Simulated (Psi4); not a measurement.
**BrCl (bromine chloride): MP2/def2-TZVPPD**

What is the vertical electron affinity of BrCl (bromine chloride) at MP2/def2-TZVPPD? 

The calculation is run with Psi4 1.11.

2 further runs of the same task are left out: 2 set aside as unsound or not needed.

### 1 The system as given

The species is BrCl (2 atoms), meant as a singlet with charge 0. SMILES: `ClBr`. The bond length is the measured one.

Bond lengths: Cl1–Br2 2.136 Å.

### 2 The energy at MP2/def2-TZVPPD

File brcl.xyz:

```xyz
2
BrCl
Cl     0.000000     0.000000     0.000000
Br     0.000000     0.000000     2.136065
```

File run.py:

```python
import psi4

psi4.set_memory(1600000000)
psi4.set_num_threads(1)
psi4.core.set_output_file('run.log', False)

with open('brcl.xyz') as f:
    atoms = ''.join(f.readlines()[2:])
mol = psi4.geometry('0 1\n' + atoms + 'symmetry c1\nno_reorient\nno_com')

options = {'basis': 'def2-TZVPPD', 'puream': True, 'e_convergence': 1e-09, 'd_convergence': 1e-08, 'scf_type': 'pk', 'num_frozen_docc': 14, 'mp2_type': 'conv'}
psi4.set_options(options)

e_tot, wfn = psi4.energy('mp2', return_wfn=True)
print('E =', round(e_tot, 9))
for k, v in sorted(psi4.core.scalar_variables().items()):
    print(f'{k:45s} {v:18.10f}')
```

Launch:

```console
$ python run.py
```

run.log, shortened:

```text
[...]
  Running in c1 symmetry.
[...]
  Nuclear repulsion =  147.402087646513593
[...]
  Multiplicity = 1
[...]
  Nalpha       = 26
  Nbeta        = 26
[...]
    Number of basis functions: 108
[...]
   @RHF iter   1: -3031.71907526228279   -1.71919e+00   1.08440e-02 ADIIS/DIIS
[...]
   @RHF iter  11: -3031.90362252745581   -3.63798e-12   2.98654e-09 DIIS
[...]
    Orbital Energies [Eh]
    ---------------------
    Doubly Occupied:
       1A   -490.080117     2A   -104.883795     3A    -65.220788
       4A    -58.576757     5A    -58.574156     6A    -58.574156
       7A    -10.609135     8A     -9.892749     9A     -8.075963
      10A     -8.073716    11A     -8.073716    12A     -7.507115
      13A     -7.495842    14A     -7.495842    15A     -3.250900
      16A     -3.245549    17A     -3.245549    18A     -3.231258
      19A     -3.231258    20A     -1.165950    21A     -0.975506
      22A     -0.566238    23A     -0.539834    24A     -0.539834
      25A     -0.422210    26A     -0.422210
[...]
  @RHF Final Energy: -3031.90362252745581
   => Energetics <=
    Nuclear Repulsion Energy =            147.4020876465135927
    One-Electron Energy =               -4510.6711359219989390
    Two-Electron Energy =                1331.3654257480295655
    Total Energy =                      -3031.9036225274558092
[...]
 Multipole Moments:
 ------------------------------------------------------------------------------------
     Multipole            Electronic (a.u.)      Nuclear  (a.u.)        Total (a.u.)
 ------------------------------------------------------------------------------------
 L = 1.  Multiply by 2.5417464519 to convert [e a0] to [Debye]
 Dipole X            :         -0.0000000            0.0000000           -0.0000000
 Dipole Y            :          0.0000000            0.0000000            0.0000000
 Dipole Z            :       -141.0848316          141.2802243            0.1953927
 Magnitude           :                                                    0.1953927
[...]
	SCS-MP2 Total Energy (a.u.)        : -3032.34962362519173
	SOS-MP2 Total Energy (a.u.)        : -3032.30595954921273
	SCSN-MP2 Total Energy (a.u.)       : -3032.13416884862363
[...]
	SOS-PI-MP2 Total Energy (a.u.)     : -3032.37301571950593
[...]
	MP2 Total Energy (a.u.)            : -3032.36989560685606
[...]
```

The script printed:

```text
E = -3032.369895607
CURRENT CORRELATION ENERGY                         -0.4662730794
CURRENT ENERGY                                  -3032.3698956069
CURRENT REFERENCE ENERGY                        -3031.9036225275
DD SOLVATION ENERGY                                 0.0000000000
HF KINETIC ENERGY                                3031.7882248326
HF POTENTIAL ENERGY                             -6063.6918473600
HF TOTAL ENERGY                                 -3031.9036225275
HF VIRIAL RATIO                                     2.0000380626
MP2 CORRELATION ENERGY                             -0.4662730794
MP2 DOUBLES ENERGY                                 -0.4662730794
MP2 OPPOSITE-SPIN CORRELATION ENERGY               -0.3352808515
MP2 SAME-SPIN CORRELATION ENERGY                   -0.1309922279
MP2 SINGLES ENERGY                                  0.0000000000
MP2 TOTAL ENERGY                                -3032.3698956069
NUCLEAR REPULSION ENERGY                          147.4020876465
ONE-ELECTRON ENERGY                             -4510.6711359220
PCM POLARIZATION ENERGY                             0.0000000000
PE ENERGY                                           0.0000000000
SCF ITERATION ENERGY                            -3031.9036225275
SCF ITERATIONS                                     11.0000000000
SCF TOTAL ENERGY                                -3031.9036225275
SCS(N)-MP2 CORRELATION ENERGY                      -0.2305463212
SCS(N)-MP2 TOTAL ENERGY                         -3032.1341688486
SCS-MP2 CORRELATION ENERGY                         -0.4460010977
SCS-MP2 TOTAL ENERGY                            -3032.3496236252
SCS-MP2-VDW CORRELATION ENERGY                     -0.4946556038
SCS-MP2-VDW TOTAL ENERGY                        -3032.3982781313
SOS-MP2 CORRELATION ENERGY                         -0.4023370218
SOS-MP2 TOTAL ENERGY                            -3032.3059595492
SOS-PI-MP2 CORRELATION ENERGY                      -0.4693931921
SOS-PI-MP2 TOTAL ENERGY                         -3032.3730157195
TWO-ELECTRON ENERGY                              1331.3654257480
```

It took 6 s on 1 thread of Intel Xeon 6975P-C (Granite Rapids), shared host; peak memory 0.75 GiB.

### 3 The doublet anion at the same level

File calc.dat:

```
memory 1600 MB

molecule geom {
  -1 2
  Cl     0.000000     0.000000     0.000000
  Br     0.000000     0.000000     2.136065
  units angstrom
  symmetry c1
}

set {
  basis           def2-TZVPPD
  reference       uhf
  puream          true
  e_convergence   1e-09
  d_convergence   1e-08
  scf_type        pk
  num_frozen_docc 14
  mp2_type        conv
  maxiter         200
}

energy('mp2')
```

Launch:

```console
$ psi4 -n 1 calc.dat calc.out
```

calc.out, shortened:

```text
[...]
  Running in c1 symmetry.
[...]
  Nuclear repulsion =  147.402087646513593
[...]
  Multiplicity = 2
[...]
  Nalpha       = 27
  Nbeta        = 26
[...]
    Number of basis functions: 108
[...]
   @UHF iter   1: -3031.66100569065702   -1.66111e+00   1.16170e-02 ADIIS/DIIS
[...]
   @UHF iter  14: -3031.92352202899610   -5.45697e-12   4.21383e-09 DIIS
[...]
   @S^2 Observed:                7.646350307E-01
[...]
  @UHF Final Energy: -3031.92352202899610
   => Energetics <=
    Nuclear Repulsion Energy =            147.4020876465135927
    One-Electron Energy =               -4525.1435696824501065
    Two-Electron Energy =                1345.8179600069402113
    Total Energy =                      -3031.9235220289961035
  UHF NO Occupations:
  HONO-2 :   25  A 1.9989855
  HONO-1 :   26  A 1.9951949
[...]
 Multipole Moments:
 ------------------------------------------------------------------------------------
     Multipole            Electronic (a.u.)      Nuclear  (a.u.)        Total (a.u.)
 ------------------------------------------------------------------------------------
 L = 1.  Multiply by 2.5417464519 to convert [e a0] to [Debye]
 Dipole X            :          0.0000000            0.0000000            0.0000000
 Dipole Y            :         -0.0000000            0.0000000           -0.0000000
 Dipole Z            :          4.6979826           -4.1717849            0.5261977
 Magnitude           :                                                    0.5261977
[...]
	SCS-MP2 Total Energy (a.u.)        : -3032.38256881656434
	SOS-MP2 Total Energy (a.u.)        : -3032.36949466399847
	SCSN-MP2 Total Energy (a.u.)       : -3032.17368705552963
[...]
	SOS-PI-MP2 Total Energy (a.u.)     : -3032.40380025130662
[...]
	MP2 Total Energy (a.u.)            : -3032.40871712169610
[...]
```

Wall time 9 s (1 thread of Intel Xeon 6975P-C (Granite Rapids), shared host); peak memory 0.74 GiB.

### 4 Outcome

At MP2/def2-TZVPPD, 14 core orbitals frozen:

```
                                                                 quantity           value
                                               singlet BrCl: total energy  -3032.36990 Eh
                        singlet BrCl: HOMO energy (Hartree–Fock orbitals)       -11.49 eV
                        singlet BrCl: LUMO energy (Hartree–Fock orbitals)         0.22 eV
                      singlet BrCl: HOMO–LUMO gap (Hartree–Fock orbitals)        11.71 eV
               singlet BrCl: correlation energy (14 core orbitals frozen)      -466.3 mEh
                                              doublet anion: total energy  -3032.40872 Eh
doublet anion: HOMO energy (Hartree–Fock orbitals) (highest over α and β)        -1.51 eV
 doublet anion: LUMO energy (Hartree–Fock orbitals) (lowest over α and β)         4.87 eV
              doublet anion: correlation energy (14 core orbitals frozen)      -485.2 mEh
                         doublet anion: ⟨S²⟩ of the reference determinant           0.765
                        vertical electron affinity (to the doublet anion)        1.056 eV
```

What this shows: At fixed nuclei the extra electron is bound by 1.06 eV (24 kcal/mol).
